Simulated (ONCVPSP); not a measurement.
# An ONCV potential for cerium, from input to tests

Task: generate the file, and judge it by its errors in other configurations, its logarithmic derivatives, its ghosts and its cutoff.

Program: ONCVPSP 4.0.1. Reference atom: LDA (Perdew-Wang 92), scalar-relativistic, spherical and spin-unpolarised. All values are calculated.

### Step 1. Settings

Typed settings, in words:

- element: cerium (Ce, Z = 58)
- type: optimised norm-conserving Vanderbilt (ONCV)
- frozen core: [Kr] 4d10
- valence charge: 12
- reference configuration: 4f1 5s2 5p6 5d1 6s2
- partial waves: 5s+6s: rc 2.90 bohr, ncon 3, nbas 7, qcut 3.4 1/bohr, 2 projectors; 5p: rc 1.65 bohr, ncon 3, nbas 6, qcut 4.9 1/bohr, 2 projectors, debl 3.7 Ha; 5d: rc 3.00 bohr, ncon 4, nbas 9, qcut 6.2 1/bohr, 2 projectors, debl 0.5 Ha; 4f: rc 1.05 bohr, ncon 4, nbas 9, qcut 17.2 1/bohr, local
- local potential: the f channel
- core correction: not asked for

### Step 2. Generation

The input, Ce.dat:

```
# ATOM AND REFERENCE CONFIGURATION
# atsym  z   nc   nv     iexc    psfile
  Ce 58.00    9    5  -001012      upf
#
#   n    l    f
    1    0    2.00
    2    0    2.00
    2    1    6.00
    3    0    2.00
    3    1    6.00
    3    2   10.00
    4    0    2.00
    4    1    6.00
    4    2   10.00
    4    3    1.00
    5    0    2.00
    5    1    6.00
    5    2    1.00
    6    0    2.00
#
# PSEUDOPOTENTIAL AND OPTIMIZATION
# lmax
    3
#
#   l,   rc,      ep,       ncon, nbas, qcut
    0    2.90    0.00    3    7    3.40
    1    1.65    0.00    3    6    4.90
    2    3.00    0.00    4    9    6.20
    3    1.05    0.00    4    9   17.20
#
# LOCAL POTENTIAL
# lloc, lpopt,  rc(5),   dvloc0
    3    5    1.05    0.00
#
# VANDERBILT-KLEINMAN-BYLANDER PROJECTORs
# l, nproj, debl
    0    2    1.30
    1    2    3.70
    2    2    0.50
    3    0    0.90
#
# MODEL CORE CHARGE
# icmod, fcfact, rcfact
    0    0.00    0.00
#
# LOG DERIVATIVE ANALYSIS
# epsh1, epsh2, depsh
   -3.00    5.00    0.02
#
# OUTPUT GRID
# rlmax, drl
    6.00    0.01
#
# TEST CONFIGURATIONS
# ncnf
    4
# nvcnf
#   n    l    f
    5
    4    3    1.00
    5    0    2.00
    5    1    6.00
    5    2    1.00
    6    0    1.00
#
    5
    4    3    1.00
    5    0    2.00
    5    1    6.00
    5    2    1.00
    6    0    0.00
#
    5
    4    3    1.00
    5    0    2.00
    5    1    6.00
    5    2    0.00
    6    0    0.00
#
    5
    4    3    1.00
    5    0    2.00
    5    1    6.00
    5    2    0.00
    6    0    2.00
#
```

The run is started by

```sh
$ oncvpsp.x < Ce.dat > Ce.out
```

Q: Predict the outcome of this session. Wanted: cutoffs for 1 and 0.1 mHa per electron, occupied waves; bound ghosts; GHOST(+) flags; largest test error; largest phase difference near zero energy, channels read.

As calculated:

```
                                                quantity                                                             value
  cutoffs for 1 and 0.1 mHa per electron, occupied waves                                                 114 Ha and 127 Ha
                                            bound ghosts  s at -538.86 eV, s at -7.64 eV, p at -286.10 eV, d at -118.64 eV
                                          GHOST(+) flags                                                none at low energy
                            largest test error (AE − PS)                                 -9.2 meV, for 4f1 5s2 5p6 5d1 6s0
largest phase difference near zero energy, channels read                                                         3.129 rad
```

What this shows: A bound ghost (s, p, d) makes it unfit for use: electrons can fall into a state that the atom doesn't have. The worst unpolarised test, 4f1 5s2 5p6 5d1 6s0, is off by 9.2 meV on 17.6 eV; by total energies transferability rates as good. Atomic tests can pass in spite of a ghost, since they solve only for the levels asked. By its cutoff, 114 Ha for the looser tolerance, it is very hard. At the looser tolerance the 4f wave is the slowest; 5p needs 17 Ha. Near zero energy the largest phase difference among the channels read is 3.13 rad, in the s channel. A step near π is an extra or missing state, not a misfit of shape. The pseudo curves have a pole with no partner nearby in the atom's: s at -0.28 Ha.
